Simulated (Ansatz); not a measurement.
# C3H9InSi: the cost of one run

Program: Ansatz 0.2.0. Level of theory: RKS PBE0-D4/def2-SVP. These are calculated values, not measurements.

**1. Starting point**

Bond lengths: C1–Si2 1.815 Å, Si2–C3 1.834 Å, C3–C4 1.416 Å, C4–In5 2.135 Å, C1–H6 1.126 Å, C1–H7 1.090 Å, C1–H8 1.173 Å, Si2–H9 1.437 Å, Si2–H10 1.490 Å, C3–H11 1.083 Å, C4–H12 1.082 Å, In5–H13 0.991 Å, In5–H14 1.006 Å. Angles (14 of 21 angles, heavy atoms first): C1–Si2–C3 107.9°, Si2–C3–C4 117.4°, C3–C4–In5 138.6°, C1–Si2–H9 110.7°, C1–Si2–H10 108.7°, C3–Si2–H9 110.4°, C3–Si2–H10 110.2°, Si2–C1–H6 111.7°, Si2–C1–H7 112.7°, Si2–C1–H8 108.1°, Si2–C3–H11 120.8°, C4–C3–H11 121.5°, C3–C4–H12 115.6°, In5–C4–H12 105.6°.

Coordinates:

```xyz
14

C    -2.0184    1.1443    0.7786
Si   -0.3867    0.7469    0.0911
C    -0.1824   -1.0746    0.1442
C     1.0607   -1.6032   -0.2792
In    2.8792   -0.9119   -1.1597
H    -2.8504    0.7107    0.1551
H    -2.1181    0.8473    1.8225
H    -2.1666    2.3062    0.7194
H    -0.2758    1.2235   -1.2596
H     0.6572    1.4070    0.9243
H    -0.9502   -1.7071    0.5717
H     1.1547   -2.6800   -0.2248
H     2.8496   -0.1513   -0.5249
H     2.3343   -0.2869   -1.7300
```

**2. End point A**

Input file input.yaml:

```yaml
crystal:
  periodic: [false, false, false]
  atoms:
    - { symbol: C, position_ang: [-2.0184, 1.1443, 0.7786] }
    - { symbol: Si, position_ang: [-0.3867, 0.7469, 0.0911] }
    - { symbol: C, position_ang: [-0.1824, -1.0746, 0.1442] }
    - { symbol: C, position_ang: [1.0607, -1.6032, -0.2792] }
    - { symbol: In, position_ang: [2.8792, -0.9119, -1.1597] }
    - { symbol: H, position_ang: [-2.8504, 0.7107, 0.1551] }
    - { symbol: H, position_ang: [-2.1181, 0.8473, 1.8225] }
    - { symbol: H, position_ang: [-2.1666, 2.3062, 0.7194] }
    - { symbol: H, position_ang: [-0.2758, 1.2235, -1.2596] }
    - { symbol: H, position_ang: [0.6572, 1.407, 0.9243] }
    - { symbol: H, position_ang: [-0.9502, -1.7071, 0.5717] }
    - { symbol: H, position_ang: [1.1547, -2.68, -0.2248] }
    - { symbol: H, position_ang: [2.8496, -0.1513, -0.5249] }
    - { symbol: H, position_ang: [2.3343, -0.2869, -1.73] }
basis:
  gaussian: { orbitals: def2-SVP }
hamiltonian:
  xc: pbe0
  dispersion: d4
relax:
  f_tol: 0.015
  max_steps: 40
```

The run is started by

```sh
ansatz run input.yaml --threads 2 --pin off --max-ram 3072MiB --backend cpu --events-out ev --progress --plain --runs-dir out
```

What time and memory should one allow on 2 threads of Arm Neoverse V1, shared host?

About 2.5 min, with a peak of 0.39 GiB.
